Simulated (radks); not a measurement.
# Tm⁺ inside a hard spherical wall

The task here is to estimate one member of a computed series from the others.

Program: radks (a radial shooting solver on a logarithmic mesh, Libxc functionals) version 1. Level of theory: scalar-relativistic Kohn-Sham, PBE, spin-polarised, spherical densities, finite nucleus; open shells are filled with parallel spins first. These are calculated values, not measurements, unless marked.

### Starting point

```
element            : thulium (Z = 69)
charge             : +1
electrons          : 68
configuration      : [Xe] 4f13 6s1
nuclear rms radius : 5.2256 fm
```

The outer shells:

Tm⁺
```
[Xe] core
4f [↑↓][↑↓][↑↓][↑↓][↑↓][↑↓][↑ ]
6s [↑ ]
```

Set-up of the first run:

Settings of this run:

```text
Z 69
configuration [Xe] 4f13 6s1 5d0 6p0 7s0
relativity scalar-relativistic
functional pbe,pbe
spin polarised
nucleus finite rms 5.2256 fm
c 137.035999084
```

Steps of the session up to this table: The free atom; Wall at 20 bohr; Wall at 15 bohr; Wall at 8 bohr; Wall at 6 bohr; Wall at 5 bohr; Wall at 4 bohr; Wall at 3 bohr; Wall at 2.5 bohr; Wall at 1.5 bohr.

One table of the session follows, with a row left open; its other results are not shown here.

```
R (bohr)  E − E(free) (eV)  ε(6s) (eV)  ε(5d, empty) (eV)  ε(6p, empty) (eV)  ε(7s, empty) (eV)
    free             0.000      -9.523             -6.847             -5.794                  -
      20            -0.000      -9.523             -6.847             -5.794                  -
      15             0.000      -9.523             -6.847             -5.793             -2.975
       8             0.075      -9.388             -6.715             -5.326              0.730
       6             0.820      -8.398             -6.016             -3.193              9.650
       5             2.638      -6.338             -4.853              0.441             21.592
       4             9.275       0.086             -1.750             10.285             48.982
       3                 ?           ?                  ?                  ?                  ?
     2.5            111.44      61.815             24.813             87.221             219.46
     1.5            1264.3      427.85             188.41             484.83             959.75
```

Estimate the missing values for R (bohr) = 3.

Worked estimate for «E − E(free) (eV)». A straight line through the neighbours (4, 9.275) and (2.5, 111.44) gives 9.275 + (111.44 − 9.275) × (3 − 4) / (2.5 − 4) = 77.385; a parabola fitted to 4 rows on both sides gives 24.512.

As computed: E − E(free) (eV): 43.120; ε(6s) (eV): 24.645; ε(5d, empty) (eV): 9.005; ε(6p, empty) (eV): 42.716; ε(7s, empty) (eV): 125.35. In «E − E(free) (eV)» the line misses by +34.265 and the parabola by -18.608.

From R = 4 bohr inwards the highest occupied level lies above zero, pushed up by confinement. Shells are not refilled when levels cross, and a hard wall is a model, not a crystal.
